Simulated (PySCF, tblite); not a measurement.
**CH₇BOSi₂ (triplet), a small gas-phase stand-in for a defect centre: EPR parameters**

What EPR parameters should one expect for `CO[Si]B[SiH3]`? It is drawn as: twofold Si.

Computed with tblite 0.8.0 and PySCF 2.14.0; each step states its level. No surroundings beyond the atoms listed, unless a continuum is named. Atoms count from 0, parts from 1.

## (1) The system as given

12 atoms, charge 0, multiplicity 3; geometry: distance geometry start.

## (2) Relaxing the cluster with GFN2-xTB

What the job is given:

```
{"job": {"kind": "relax", "xc": "GFN2-xTB", "basis": "xTB"}, "charge": 0, "multiplicity": 3}
Si    -1.339116    -0.234930    -0.780416
O     -2.645468     0.015053     0.371279
C     -2.561771     0.837999     1.492265
B      0.309594    -0.573987    -1.786954
Si     1.932744     0.169887    -1.005000
H     -1.794353     0.474392     2.097184
H     -3.444827     0.804469     1.997921
H     -2.334886     1.822320     1.207285
H      0.224308    -0.500023    -2.935122
H      2.349965    -0.663794     0.086607
H      1.716974     1.481655    -0.541171
H      2.965628     0.180721    -1.989745
```

Method: GFN2-xTB geometry optimisation, gas phase.

The run is started by

```console
OMP_NUM_THREADS=1 python cluster_run.py task.json out
```

The driver reads the jobs from task.json and runs them one after another.

**Question.** The jobs that follow are: PBE0-D3(BJ)/def2-SVP geometry optimisation, gas phase; UKS B3LYP, IGLO-III on B C O Si, pcH-1 on H, non-relativistic, mean-field spin-orbit, GIAO; UKS BHandHLYP, IGLO-III on B C O Si, pcH-1 on H, non-relativistic, mean-field spin-orbit, GIAO. Predict: point group; rotational constants (main isotopes); D, E (B3LYP); g(iso) (B3LYP); ⟨S²⟩; largest a(iso); potential on the surface of density 0.002 e/bohr³, 1st and 99th percentile.

As calculated:

```
                                                                  quantity                    value
                                                               point group                       C1
                                      rotational constants (main isotopes)     4.31, 1.88, 1.34 GHz
                                                              D, E (B3LYP)        0.803, 0.009 cm⁻¹
                                                            g(iso) (B3LYP)                  2.00117
                                                                      ⟨S²⟩       2.004 (exact 2.00)
                                                            largest a(iso)  29Si on Si0, -227.0 MHz
potential on the surface of density 0.002 e/bohr³, 1st and 99th percentile       -0.58 V and 1.00 V
```

In words: The start of the PBE0/def2-SVP relaxation was shaken at random by about 0.01 Å, so part of the energy gained, and of the first lengths quoted, undoes that. The optimisation took 5 steps and gained 0.172 eV; among the close pairs (by a distance rule), B3–Si4 changed most, from 1.924 to 2.009 Å (PBE0/def2-SVP). No frequency check was run at this level, so the end point may be a saddle. The largest share of the spin, 1.14 e, sits on Si0. The isotropic g lies 1.1 ppt below the free-electron value. The coupling of 29Si on Si0 runs from -241.4 (BHandHLYP/IGLO-III+pcH-1) to -227.0 MHz (B3LYP/IGLO-III+pcH-1). The triplet was assumed; the singlet may lie lower. A capped cluster stands for the solid here, so long-range fields and strain are missing, and bands or shifts of the capping hydrogens have no counterpart in it.
